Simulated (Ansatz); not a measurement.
Below is the output of a Python script on Ansatz 0.2.0, Python API that makes a single point in a Gaussian basis of AlClFH3OSi, SMILES O[SiH](Cl)[AlH][F]. Write a script that gives it. Use: B3LYP, def2-SVPD basis, multiplicity 1, D3BJ dispersion.

Contents of `alclfh3osi.xyz`:
```text
8

O     0.53870    1.37620    1.29010
Si    0.84550    0.07370    0.27260
Cl    1.90370    0.72010   -1.41120
Al   -1.08410   -0.93140   -0.44270
F    -2.35200   -0.00410   -1.41570
H    -0.01850    2.05670    0.69550
H     1.67380   -0.89750    1.03410
H    -1.41500   -2.45080   -0.07840
```

```console
$ python run_energy.py
E = -31803.893269 eV = -1168.7715202 Ha
converged: True  doubts: none
<S^2> = 0.0  all-electron relativity setting: none
passes: {'evaluations': 15, 'products': 14}
occupied orbitals by irrep: [{'A': 32}, {'A': 32}]
```

The script that was run (others could print the same):

Script `run_energy.py`:
```python
"""Single point of AlClFH3OSi."""

import sys

import ansatz as az


def main() -> None:
    molecule = az.Crystal.molecule_from_extxyz("alclfh3osi.xyz")

    job = (
        molecule.calculation()
        .basis(gaussian="def2-SVPD")
        .functional("b3lyp", dispersion="d3bj")
    )
    try:
        report = job.run(threads=1, pin="off").report
    except az.AnsatzError as error:
        sys.exit(f"{type(error).__name__}: {error}")

    print(f"E = {report['free_energy_ev']:.6f} eV = {report['free_energy_ev'] / 27.211386246:.7f} Ha")
    print("converged:", report["converged"], " doubts:", report["published_state_doubts"] or "none")

    field = report["mean_field"]
    print("<S^2> =", round(abs(field["state"]["spin_squared"]), 4), " all-electron relativity setting:", field["relativity"])
    print("passes:", field["passes"])
    if "symmetry" in field:
        print("occupied orbitals by irrep:", field["symmetry"]["occupied"])


if __name__ == "__main__":
    main()
```

Total energies depend on the basis set; only differences at equal settings carry meaning. The geometry is a force-field or estimated start, not a minimum of this method, and the basis set is short of its limit. b3lyp holds the VWN-RPA fit, as in Gaussian; the form of ORCA and Turbomole is b3lyp5. It ran for 7.1 s on 1 thread of Arm Neoverse V1 (shared host), peak memory 0.36 GiB.
